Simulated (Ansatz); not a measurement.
# YZn: the cost of one run

Computed with Ansatz 0.2.0 (DFT LDA, with the methods named in each step, unless a step's input says otherwise).

## (1) The structure to begin with

Symmetry: Fm-3m, No. 225, cubic system. Conventional cell: a = 5.926 Å, b = 5.926 Å, c = 5.926 Å, α = 90.00°, β = 90.00°, γ = 90.00°. Y (site symmetry m-3m) is surrounded by 6 Zn at 2.96 Å. Around Zn (site symmetry m-3m) lie 6 Y at 2.96 Å.

Coordinates:

```xyz
2
Lattice="0.0000 2.9630 2.9630 2.9630 0.0000 2.9630 2.9630 2.9630 0.0000" Properties=species:S:1:pos:R:3 pbc="T T T"
Y     0.0000    0.0000    0.0000
Zn    2.9630    2.9630    2.9630
```

Whether this phase is the stable one at these pressures isn't tested.

Atoms are numbered in the order of the input: Y1, Zn2.

## (2) The reference volume, LAPW

input.yaml

```yaml
crystal:
  lattice:
    - [0.0, 2.962987, 2.962987]
    - [2.962987, 0.0, 2.962987]
    - [2.962987, 2.962987, 0.0]
  atoms:
    - { symbol: "Y", position: [0.0, 0.0, 0.0] }
    - { symbol: Zn, position: [0.5, 0.5, 0.5] }
kpoints:
  mp_grid: { grid: [11, 11, 11] }
  band_path:
    path:
      - [0.0, 0.0, 0.0]
      - [0.5, 0.0, 0.5]
      - [0.625, 0.25, 0.625]
      - [0.375, 0.375, 0.75]
      - [0.0, 0.0, 0.0]
      - [0.5, 0.5, 0.5]
      - [0.5, 0.25, 0.75]
      - [0.5, 0.0, 0.5]
    npoints: 14
scf:
  occupations: { method: fermi_dirac, width: 0.05 }
hamiltonian:
  xc: lda
  pseudopotentials: { kind: all_electron, lapw: { basis_error: 0.001 } }
output:
  forces: true
  stress: true
  eigenvalues: true
  populations: true
```

Command:

```sh
$ ansatz run input.yaml --threads 1 --pin off --max-ram 2048MiB --backend cpu --events-out ev --progress --plain --runs-dir out
```

**Question.** How long does this run take on 1 thread of Intel Xeon Platinum 8259CL at 2.50GHz (Skylake/Cascade Lake), shared host, and how much memory does it need?

About 38 s, with a peak of 0.41 GiB.
